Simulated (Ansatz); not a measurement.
# C2H3FSi: the cost of one run

Program: Ansatz 0.2.0. Level of theory: RKS r2SCAN-D4/6-31G. These are calculated values, not measurements.

## Step 1: Starting point

Bond lengths: C1–C2 1.228 Å, C2–Si3 1.865 Å, Si3–F4 1.563 Å, C1–H5 1.052 Å, Si3–H6 1.486 Å, Si3–H7 1.545 Å. Angles: C1–C2–Si3 178.1°, C2–C1–H5 173.3°, C2–Si3–F4 111.1°, C2–Si3–H6 111.8°, C2–Si3–H7 109.8°, F4–Si3–H6 111.0°, F4–Si3–H7 105.8°, H6–Si3–H7 107.0°.

As a file:

```xyz
7

C    -0.3025   -1.9102   -0.6405
C    -0.1409   -0.7564   -0.2513
Si    0.1611    0.9805    0.3586
F    -0.3874    2.0362   -0.6549
H    -0.5409   -2.8573   -1.0304
H    -0.4087    1.1969    1.7136
H     1.6804    1.2422    0.4591
```

## Step 2: Preparing the start

The input, input.yaml:

```yaml
crystal:
  periodic: [false, false, false]
  atoms:
    - { symbol: C, position_ang: [-0.3025, -1.9102, -0.6405] }
    - { symbol: C, position_ang: [-0.1409, -0.7564, -0.2513] }
    - { symbol: Si, position_ang: [0.1611, 0.9805, 0.3586] }
    - { symbol: F, position_ang: [-0.3874, 2.0362, -0.6549] }
    - { symbol: H, position_ang: [-0.5409, -2.8573, -1.0304] }
    - { symbol: H, position_ang: [-0.4087, 1.1969, 1.7136] }
    - { symbol: H, position_ang: [1.6804, 1.2422, 0.4591] }
basis:
  gaussian: { orbitals: "6-31G" }
hamiltonian:
  xc: r2scan
  dispersion: d4
relax:
  f_tol: 0.02
  max_steps: 40
scf:
  lower_state_search: "off"
```

The run is started by

```console
ansatz run input.yaml --threads 1 --pin off --max-ram 2048MiB --backend cpu --events-out ev --progress --plain --runs-dir out
```

**Question.** How long does this run take on 1 thread of Arm Neoverse V2, shared host, and how much memory does it need?

About 12 s, with a peak of 0.11 GiB.
